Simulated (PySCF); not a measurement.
# ErCl3(H2O): how settings move a single point

Which settings matter for ErCl3(H2O)? Each run alters one on purpose. The structure is generated, not taken from experiment.

Computed with PySCF 2.14.0. Level: B3LYP, Er lcecp-1-SVP with ECP57, Cl def2-SVP, O def2-SVP, H def2-SVP; scalar-relativistic core potentials, no spin–orbit coupling.

4 further runs of the same task are left out: 2 for a known fault of the program, 2 that didn't finish.

### 1 Starting geometry

7 atoms, charge 0, spin multiplicity 1.

Bond lengths: Er1–Cl2 2.480 Å, Er1–Cl3 2.472 Å, Er1–Cl4 2.480 Å, Er1–O5 2.345 Å, O5–H6 0.970 Å, O5–H7 0.970 Å. Angles: Cl2–Er1–Cl3 117.0°, Cl2–Er1–Cl4 120.7°, Cl2–Er1–O5 95.4°, Cl3–Er1–Cl4 117.0°, Cl3–Er1–O5 102.6°, Cl4–Er1–O5 95.4°, Er1–O5–H6 125.9°, Er1–O5–H7 125.9°, H6–O5–H7 107.8°.

Geometry (Å):

```
Er   -0.01402   -0.03165    0.03165
Cl    1.11408    1.83396    1.21276
Cl   -1.71015   -1.30297    1.30297
Cl    1.11408   -1.21276   -1.83396
O    -1.32858    1.34124   -1.34124
H    -1.59880    2.25127   -1.14299
H    -1.59880    1.14299   -2.25127
```

Formal oxidation states: Er +3. Each metal's 11 4f electrons lie in its core potential, so multiplicities, spins and levels count the valence alone. An earlier session relaxed this geometry at B3LYP, Er lcecp-1-SVP with ECP57, Cl def2-SVP, O def2-SVP, H def2-SVP (singlet, point group Cs).

The sound run used a (50, 194) grid (finer on f atoms), a threshold of 1e-8 and at most 55 cycles, and ended at -1495.153618 Eh.

### 2 Altered run 1

run.py (the lines that set the calculation) reads:

```python
mol = gto.M(atom='''
Er    -0.01318    -0.02975     0.02975
Cl     1.04724     1.72392     1.13999
Cl    -1.60755    -1.22479     1.22479
Cl     1.04724    -1.13999    -1.72392
O     -1.24886     1.26077    -1.26077
H     -1.50287     2.11620    -1.07441
H     -1.50287     1.07441    -2.11620''',
    basis={'Er': 'lcecp-1-SVP', 'Cl': 'def2-SVP', 'O': 'def2-SVP', 'H': 'def2-SVP'},
    ecp={'Er': 'lcecp-1-SVP'},
    charge=0, spin=0)
mf = dft.RKS(mol, xc='B3LYP')
mf.grids.atom_grid = (50, 194)  # f atoms: unpruned, at least (60, 302)
mf = mf.density_fit()  # fitting sets: Er AutoAux, Cl def2-universal-JKFIT, O def2-universal-JKFIT, H def2-universal-JKFIT
mf.conv_tol = 1e-08; mf.max_cycle = 55
mf.kernel(dm0)  # dm0: free metal ions and neutral atoms
```

The run is started by

```bash
OMP_NUM_THREADS=2 python run.py
```

What it wrote:

```text
init E= -1510.09082970808
  HOMO = -0.307735224862911  LUMO = -0.0714698423497416  gap/eV = 6.42911
cycle= 1 E= -1495.03836175385  delta_E= 15.1  |g|= 0.752  |ddm|= 3.01
  HOMO = -0.326686510556521  LUMO = -0.0349796091021055  gap/eV = 7.93775
cycle= 2 E= -1495.01023996925  delta_E= 0.0281  |g|= 0.684  |ddm|= 1.35
  HOMO = -0.294476967129209  LUMO = -0.0595642425411569  gap/eV = 6.39230
cycle= 3 E= -1495.1162303739  delta_E= -0.106  |g|= 0.175  |ddm|= 0.902
  HOMO = -0.298721306565337  LUMO = -0.0479963573073476  gap/eV = 6.82257
cycle= 4 E= -1495.12391740238  delta_E= -0.00769  |g|= 0.0172  |ddm|= 0.192
  HOMO = -0.30086413859608  LUMO = -0.0488002753263679  gap/eV = 6.85901
cycle= 5 E= -1495.12397048748  delta_E= -5.31e-05  |g|= 0.00673  |ddm|= 0.022
  HOMO = -0.300697669108769  LUMO = -0.0489746906936048  gap/eV = 6.84973
cycle= 6 E= -1495.12398143138  delta_E= -1.09e-05  |g|= 0.00157  |ddm|= 0.00887
  HOMO = -0.300602388443796  LUMO = -0.0489304481746906  gap/eV = 6.84834
cycle= 7 E= -1495.12398203714  delta_E= -6.06e-07  |g|= 0.000283  |ddm|= 0.00191
  HOMO = -0.300606312750178  LUMO = -0.0489355136029879  gap/eV = 6.84831
cycle= 8 E= -1495.1239820551  delta_E= -1.8e-08  |g|= 4.01e-05  |ddm|= 0.000255
  HOMO = -0.300611584772975  LUMO = -0.0489347853907098  gap/eV = 6.84847
cycle= 9 E= -1495.12398205549  delta_E= -3.92e-10  |g|= 1.55e-05  |ddm|= 6.92e-05
  HOMO = -0.300608915183138  LUMO = -0.0489347267224858  gap/eV = 6.84840
Extra cycle  E= -1495.12398205548  delta_E= 1.66e-11  |g|= 1.78e-05  |ddm|= 4.32e-05
converged SCF energy = -1495.12398205548
```

Wall time 8.8 s (2 threads of AMD EPYC 7R43 (Zen 3), shared host).

Changed: the scale of all coordinates (0.94). It converges in 9 cycles, +0.806 eV from the sound run, with a largest force component of 3.42 eV/Å. The setting is unsound, so these numbers aren't the compound's.

### 3 Altered run 2

run.py (the lines that set the calculation) reads:

```python
mol = gto.M(atom='''
Er    -0.01402    -0.03165     0.03165
Cl     1.11408     1.83396     1.21276
Cl    -1.71015    -1.30297     1.30297
Cl     1.11408    -1.21276    -1.83396
O     -1.32858     1.34124    -1.34124
H     -1.59880     2.25127    -1.14299
H     -1.59880     1.14299    -2.25127''',
    basis={'Er': 'lcecp-1-SVP', 'Cl': 'def2-SVP', 'O': 'def2-SVP', 'H': 'def2-SVP'},
    ecp={'Er': 'lcecp-1-SVP'},
    charge=0, spin=0)
mf = dft.RKS(mol, xc='B3LYP')
mf.grids.atom_grid = (30, 86)  # f atoms: unpruned
mf = mf.density_fit()  # fitting sets: Er AutoAux, Cl def2-universal-JKFIT, O def2-universal-JKFIT, H def2-universal-JKFIT
mf.conv_tol = 1e-08; mf.max_cycle = 55
mf.kernel(dm0)  # dm0: free metal ions and neutral atoms
```

The run is started by

```bash
OMP_NUM_THREADS=2 python run.py
```

What it wrote:

```text
init E= -1509.81146428025
  HOMO = -0.298380519127659  LUMO = -0.0824521227328474  gap/eV = 5.87571
cycle= 1 E= -1495.07752758882  delta_E= 14.7  |g|= 0.724  |ddm|= 2.86
  HOMO = -0.326484494871222  LUMO = -0.0516106669759395  gap/eV = 7.47970
cycle= 2 E= -1495.05787480355  delta_E= 0.0197  |g|= 0.626  |ddm|= 1.25
  HOMO = -0.288503685057492  LUMO = -0.0775245763612631  gap/eV = 5.74103
cycle= 3 E= -1495.14149525908  delta_E= -0.0836  |g|= 0.208  |ddm|= 0.859
  HOMO = -0.293589863129663  LUMO = -0.0624261466682157  gap/eV = 6.29029
cycle= 4 E= -1495.15265461453  delta_E= -0.0112  |g|= 0.016  |ddm|= 0.231
  HOMO = -0.296296047187695  LUMO = -0.0634673747169536  gap/eV = 6.33559
cycle= 5 E= -1495.15270637607  delta_E= -5.18e-05  |g|= 0.00537  |ddm|= 0.0223
  HOMO = -0.295961416899615  LUMO = -0.0636090125004358  gap/eV = 6.32263
cycle= 6 E= -1495.15271296344  delta_E= -6.59e-06  |g|= 0.00187  |ddm|= 0.00777
  HOMO = -0.295914611867126  LUMO = -0.0635460093215983  gap/eV = 6.32307
cycle= 7 E= -1495.15271387311  delta_E= -9.1e-07  |g|= 0.000307  |ddm|= 0.00238
  HOMO = -0.295920164500752  LUMO = -0.0635546793841009  gap/eV = 6.32299
cycle= 8 E= -1495.15271389594  delta_E= -2.28e-08  |g|= 4.79e-05  |ddm|= 0.000295
  HOMO = -0.295924128209355  LUMO = -0.0635536175225333  gap/eV = 6.32312
cycle= 9 E= -1495.15271389651  delta_E= -5.71e-10  |g|= 1.91e-05  |ddm|= 8.53e-05
  HOMO = -0.295921933335786  LUMO = -0.0635536019560163  gap/eV = 6.32306
Extra cycle  E= -1495.15271389647  delta_E= 4.23e-11  |g|= 2.3e-05  |ddm|= 5.55e-05
converged SCF energy = -1495.15271389647
```

Run time: 5.1 s. Hardware: 2 threads of AMD EPYC 7R43 (Zen 3), shared host.

Changed: the integration grid, to (30, 86). It converges in 9 cycles, +0.025 eV from the sound run, with a largest force component of 0.09 eV/Å. The setting is unsound, so these numbers aren't the compound's.

### 4 Altered run 3

Changes to run.py (the lines that set the calculation) since step 3:

```diff
@@ -12,5 +12,5 @@
 mf = dft.RKS(mol, xc='B3LYP')
-mf.grids.atom_grid = (30, 86)  # f atoms: unpruned
+mf.grids.atom_grid = (50, 194)  # f atoms: unpruned, at least (60, 302)
 mf = mf.density_fit()  # fitting sets: Er AutoAux, Cl def2-universal-JKFIT, O def2-universal-JKFIT, H def2-universal-JKFIT
 mf.conv_tol = 1e-08; mf.max_cycle = 55
-mf.kernel(dm0)  # dm0: free metal ions and neutral atoms
+mf.kernel(dm0)  # dm0: smeared density
```

The run is started by

```bash
OMP_NUM_THREADS=2 python run.py
```

What it wrote:

```text
init E= -1495.11914180681
  HOMO = -0.299854386458443  LUMO = -0.0628828302501354  gap/eV = 6.44832
cycle= 1 E= -1495.15327127606  delta_E= -0.0341  |g|= 0.0311  |ddm|= 0.112
  HOMO = -0.292447116767678  LUMO = -0.0658331827936749  gap/eV = 6.16648
cycle= 2 E= -1495.15288931425  delta_E= 0.000382  |g|= 0.0486  |ddm|= 0.109
  HOMO = -0.295310187763684  LUMO = -0.0635361146498425  gap/eV = 6.30689
cycle= 3 E= -1495.15361668287  delta_E= -0.000727  |g|= 0.00262  |ddm|= 0.0629
  HOMO = -0.295797598544388  LUMO = -0.063503149075494  gap/eV = 6.32105
cycle= 4 E= -1495.15361818966  delta_E= -1.51e-06  |g|= 0.000884  |ddm|= 0.00311
  HOMO = -0.295783373900155  LUMO = -0.0633935678756963  gap/eV = 6.32365
cycle= 5 E= -1495.15361840458  delta_E= -2.15e-07  |g|= 0.000214  |ddm|= 0.00105
  HOMO = -0.295789391634071  LUMO = -0.0633928295311037  gap/eV = 6.32383
cycle= 6 E= -1495.15361841331  delta_E= -8.73e-09  |g|= 5.44e-05  |ddm|= 0.000199
  HOMO = -0.295793423763512  LUMO = -0.063391785939519  gap/eV = 6.32397
Extra cycle  E= -1495.15361841277  delta_E= 5.42e-10  |g|= 7.74e-05  |ddm|= 9.36e-05
converged SCF energy = -1495.15361841277
```

It took 6.8 s on 2 threads of AMD EPYC 7R43 (Zen 3), shared host.

Changed: the starting guess (smeared density). It converges in 6 cycles, at the sound run's energy within 0.001 eV, with a largest force component of 0.01 eV/Å. The result survives the change.

### 5 Altered run 4

Changes to run.py (the lines that set the calculation) since step 4:

```diff
@@ -14,3 +14,3 @@
 mf = mf.density_fit()  # fitting sets: Er AutoAux, Cl def2-universal-JKFIT, O def2-universal-JKFIT, H def2-universal-JKFIT
-mf.conv_tol = 1e-08; mf.max_cycle = 55
-mf.kernel(dm0)  # dm0: smeared density
+mf.conv_tol = 1e-08; mf.max_cycle = 98
+mf.kernel(dm0)  # dm0: core Hamiltonian
```

The run is started by

```bash
OMP_NUM_THREADS=2 python run.py
```

What it wrote:

```text
init E= -1470.14575970768
  HOMO = 0.190015788954352  LUMO = 0.200832175216752  gap/eV = 0.29433
cycle= 1 E= -1469.84901830864  delta_E= 0.297  |g|= 7.34  |ddm|= 31.8
  HOMO = -0.374820994073804  LUMO = -0.368352480279132  gap/eV = 0.17602
cycle= 2 E= -1460.78661940827  delta_E= 9.06  |g|= 7.97  |ddm|= 25.3
  HOMO = -0.462488847861287  LUMO = -0.435236864608893  gap/eV = 0.74156
cycle= 3 E= -1492.87302193558  delta_E= -32.1  |g|= 2.81  |ddm|= 10.4
  HOMO = -0.154180016140177  LUMO = -0.147069722595691  gap/eV = 0.19348
cycle= 4 E= -1487.97977507805  delta_E= 4.89  |g|= 3.46  |ddm|= 7.17
  HOMO = -0.241947003053705  LUMO = -0.0908932365267532  gap/eV = 4.11038
cycle= 5 E= -1494.61062123265  delta_E= -6.63  |g|= 1.32  |ddm|= 6.41
  HOMO = -0.332403964589852  LUMO = -0.0611868554748192  gap/eV = 7.38019
cycle= 6 E= -1495.08364006259  delta_E= -0.473  |g|= 0.502  |ddm|= 1.54
  HOMO = -0.277038389361362  LUMO = -0.0834772758238067  gap/eV = 5.26707
cycle= 7 E= -1495.13865329656  delta_E= -0.055  |g|= 0.222  |ddm|= 0.541
  HOMO = -0.29122808488048  LUMO = -0.0755973218818617  gap/eV = 5.86761
cycle= 8 E= -1495.14838297011  delta_E= -0.00973  |g|= 0.156  |ddm|= 0.287
  HOMO = -0.291054056793203  LUMO = -0.0669638397227565  gap/eV = 6.09781
cycle= 9 E= -1495.15283705532  delta_E= -0.00445  |g|= 0.0487  |ddm|= 0.134
  HOMO = -0.295926974208335  LUMO = -0.0635206912048218  gap/eV = 6.32410
cycle= 10 E= -1495.15358165686  delta_E= -0.000745  |g|= 0.0121  |ddm|= 0.0735
  HOMO = -0.295882164222578  LUMO = -0.0632625621928646  gap/eV = 6.32990
cycle= 11 E= -1495.15361729869  delta_E= -3.56e-05  |g|= 0.00207  |ddm|= 0.0129
  HOMO = -0.295800005919906  LUMO = -0.063391855402724  gap/eV = 6.32415
cycle= 12 E= -1495.15361834882  delta_E= -1.05e-06  |g|= 0.000489  |ddm|= 0.00232
  HOMO = -0.295793310570717  LUMO = -0.0633941874953479  gap/eV = 6.32390
cycle= 13 E= -1495.15361841226  delta_E= -6.34e-08  |g|= 8.13e-05  |ddm|= 0.000585
  HOMO = -0.295793637668795  LUMO = -0.0633928318603907  gap/eV = 6.32395
cycle= 14 E= -1495.15361841387  delta_E= -1.6e-09  |g|= 1.41e-05  |ddm|= 8.84e-05
  HOMO = -0.295792362848682  LUMO = -0.0633916220300783  gap/eV = 6.32395
Extra cycle  E= -1495.15361841388  delta_E= -1.23e-11  |g|= 1.34e-05  |ddm|= 2.35e-05
converged SCF energy = -1495.15361841388
```

It took 8.4 s on 2 threads of AMD EPYC 7R43 (Zen 3), shared host.

Changed: the starting guess (bare core Hamiltonian); the cycle limit is 98. It converges in 14 cycles, at the sound run's energy within 0.001 eV, with a largest force component of 0.01 eV/Å. The result survives the change.

### 6 Results

| run | changed | ending | energy change (eV) | cycles | time | usable |
| --- | --- | --- | --- | --- | --- | --- |
| 1 | the scale of all coordinates | converged | +0.806 | 9 | 8.8 s | no |
| 2 | the integration grid | converged | +0.025 | 9 | 5.1 s | no |
| 3 | the starting guess | converged | 0.000 | 6 | 6.8 s | yes |
| 4 | the starting guess | converged | 0.000 | 14 | 8.4 s | yes |

2 of 4 altered runs give a usable result. 2 ended normally with numbers unfit to quote.
